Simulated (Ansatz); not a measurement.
**Hf2N: other elements on the same sites**

The task here is to estimate one member of a computed series from the others.

Program: Ansatz 0.2.0. Level of theory: DFT r2SCAN, scalar-relativistic, plane waves, PAW. These are calculated values, not measurements.

2 further runs of the same task are left out: 2 set aside as unsound or not needed. Runs told in other sessions of the task aren't counted.

**The structure to begin with**

It takes space group P4_2/mnm (No. 136, tetragonal). The conventional cell has a = 5.325 Å, b = 5.325 Å, c = 3.250 Å, α = 90.00°, β = 90.00°, γ = 90.00°. Around Hf (site symmetry m2m) lie 3 N at 2.23 to 2.24 Å. N (site symmetry mmm) is surrounded by 6 Hf at 2.23 to 2.24 Å.

As a file:

```
CELL_PARAMETERS angstrom
5.32511 0.00000 0.00000
0.00000 5.32511 0.00000
0.00000 0.00000 3.24999
ATOMIC_POSITIONS crystal
Hf 0.29549 0.29549 0.00000
Hf 0.70451 0.70451 0.00000
Hf 0.79549 0.20451 0.50000
Hf 0.20451 0.79549 0.50000
N 0.00000 0.00000 0.00000
N 0.50000 0.50000 0.50000
```

It goes back to an entry of the Materials Project, which need not be the stable form.

This cell was relaxed beforehand with the same method: volume 15.36 Å³/atom, gap on the mesh none (metal).

The first run:

Contents of input.yaml:

```yaml
crystal:
  lattice:
    - [5.9767721734, 0.0, 0.0]
    - [0.0, 5.9767721734, 0.0]
    - [0.0, 0.0, 3.6477072298]
  atoms:
    - { symbol: Zr, position: [0.2954865864, 0.2954865864, 0.0] }
    - { symbol: Zr, position: [0.7045134136, 0.7045134136, 0.0] }
    - { symbol: Zr, position: [0.7954865864, 0.2045134136, 0.5] }
    - { symbol: Zr, position: [0.2045134136, 0.7954865864, 0.5] }
    - { symbol: Bi, position: [0.0, 0.0, 0.0] }
    - { symbol: Bi, position: [0.5, 0.5, 0.5] }
basis:
  ecutwfc: 500
kpoints:
  mp_grid: { grid: [4, 4, 6] }
hamiltonian:
  xc: r2scan
scf:
  occupations: { method: gaussian, width: 0.1 }
output:
  forces: true
  stress: true
  eigenvalues: true
```

The run is started by

```console
$ ansatz run input.yaml --threads 1 --pin off --max-ram 2560MiB --backend cpu --events-out ev --progress --plain --runs-dir out
```

Among the steps run: Probe: one point at the start (Zr2Bi); A loose first relaxation (Zr2Bi); Full relaxation (Zr2Bi).

One of the session's tables, all rows but one given; the rest of the session is left out.

It belongs to the step «The crystals compared». Lengths are those of the vectors of the cell that was run:

| swap | volume (Å³/atom) | a (Å) | b (Å) | c (Å) |
| --- | --- | --- | --- | --- |
| none | 15.36 | 5.325 | 5.325 | 3.250 |
| Hf → Zr, N → As | 23.98 | 6.145 | 6.145 | 3.811 |
| N → C | 16.33 | 5.406 | 5.406 | 3.353 |
| Hf → Si | 18.90 | 6.694 | 6.694 | 2.531 |
| Hf → Zr, N → Bi | ? | ? | ? | ? |

Q: Estimate the row for Hf → Zr, N → Bi from the others.

The run gave: volume (Å³/atom): 30.61; a (Å): 6.624; b (Å): 6.624; c (Å): 4.185. In the column «volume (Å³/atom)» it is the highest.

Lengths are those of the computed cell. Rows of earlier swaps come from the sessions before.
